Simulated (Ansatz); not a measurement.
# ClF4HMoO: the cost of one run

Method: the settings change from run to run; program: Ansatz 0.2.0, Gaussian basis.

### 1 The geometry

The structure was relaxed beforehand with PBE0-D4 in a triple-zeta def2 set. Mo takes a core potential in def2 sets; no spin-orbit term is included.

SMILES `[OH][Mo]([F])([F])([F])([F])[Cl]`, 8 atoms, charge 0, spin multiplicity 1.

Atoms are counted from 1 here; the program's logs count them from 0.

Bond lengths: O1–Mo2 1.826 Å, O1–H8 0.963 Å, Mo2–F3 1.857 Å, Mo2–F4 1.829 Å, Mo2–F5 1.832 Å, Mo2–F6 1.832 Å, Mo2–Cl7 2.250 Å. Angles: Mo2–O1–H8 132.5°, O1–Mo2–F3 83.9°, O1–Mo2–F4 167.7°, O1–Mo2–F5 93.2°, O1–Mo2–F6 93.2°, O1–Mo2–Cl7 95.3°, F3–Mo2–F4 83.9°, F3–Mo2–F5 90.7°, F3–Mo2–F6 90.7°, F3–Mo2–Cl7 179.1°, F4–Mo2–F5 86.9°, F4–Mo2–F6 86.9°, F4–Mo2–Cl7 97.0°, F5–Mo2–F6 173.5°, F5–Mo2–Cl7 89.3°, F6–Mo2–Cl7 89.3°.

### 2 r2SCANh/def2-SVP

Set apart from the defaults: multiplicity 3, finite nuclei.

in.yaml

```yaml
crystal:
  periodic: [false, false, false]
  atoms:
    - {symbol: O, position_ang: [-0.700133, 0.623952, -1.222269]}
    - {symbol: Mo, position_ang: [0.209014, -0.056244, 0.207457]}
    - {symbol: F, position_ang: [-1.319065, -1.086253, 0.435672]}
    - {symbol: F, position_ang: [0.797817, -0.954472, 1.687615]}
    - {symbol: F, position_ang: [0.984990, -1.386083, -0.786224]}
    - {symbol: F, position_ang: [-0.445024, 1.210728, 1.358556]}
    - {symbol: Cl, position_ang: [2.046099, 1.206497, -0.096628]}
    - {symbol: H, position_ang: [-1.573719, 0.441875, -1.584160]}
basis:
  gaussian: {orbitals: def2-SVP, nuclear_model: gaussian}
magnetization: {spin_polarized: true, initial_magnetization: 2}
hamiltonian: {xc: {name: r2SCANh}}
```

The run is started by

```console
> ansatz run in.yaml --threads 4 --pin off --events-out ev --progress --plain --max-ram 11315MiB
```

Q: Estimate wall time and peak memory on 4 threads of Intel Xeon Platinum 8488C, shared host.

About 35 s, with a peak of 0.77 GiB.
